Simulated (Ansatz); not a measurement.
Wanted: the native input for an Ansatz 0.2.0 run.

```
Task                : single point
Functional          : PBE
Potentials or basis : Ansatz PAW earlier set
Cutoff              : 590 eV (not typed: the program's choice for these potentials)
k mesh              : 10 × 10 × 10
Occupations         : fermi-dirac, width 0.05 eV
Spin                : no spin polarisation
```

Crystal: PmS.

```
CELL_PARAMETERS angstrom
-1.97252 1.97252 10.62931
1.97252 -1.97252 10.62931
1.97252 1.97252 -10.62931
ATOMIC_POSITIONS crystal
Pm 0.69511 0.69511 0.00000
Pm 0.30489 0.30489 0.00000
S 0.82944 0.82944 0.00000
S 0.17056 0.17056 0.00000
```

The cell comes from a database or a generator and needn't be the stable form of this composition.

The input as run:

input.yaml

```yaml
crystal:
  lattice:
    - [-1.972516, 1.972516, 10.629314]
    - [1.972516, -1.972516, 10.629314]
    - [1.972516, 1.972516, -10.629314]
  atoms:
    - { symbol: Pm, position: [0.695113, 0.695113, 0.0] }
    - { symbol: Pm, position: [0.304887, 0.304887, 0.0] }
    - { symbol: S, position: [0.829445, 0.829445, 0.0] }
    - { symbol: S, position: [0.170555, 0.170555, 0.0] }
hamiltonian:
  xc: pbe
  pseudopotentials: { kind: paw }
kpoints:
  mp_grid: { grid: [10, 10, 10] }
scf:
  occupations: { method: fermi_dirac, width: 0.05 }
output:
  forces: true
  stress: true
  eigenvalues: true
```

Potentials or basis: Ansatz PAW earlier set.

The run is started by

```console
$ ansatz run input.yaml --threads 2 --pin off --max-ram 5632MiB --backend cpu --events-out ev --progress --plain --runs-dir out
```

It gave:

- Pressure: -1.4 GPa
- Largest force: 0.601 eV/Å
- Band gap on the k mesh: none (metal or under the smearing width)

Caveat: without U or exact exchange the open f shell lies at the Fermi level, which spoils levels, moments and volumes.

It took 36 s on 2 threads of Arm Neoverse V2, on a shared host, peak memory 1.3 GiB.
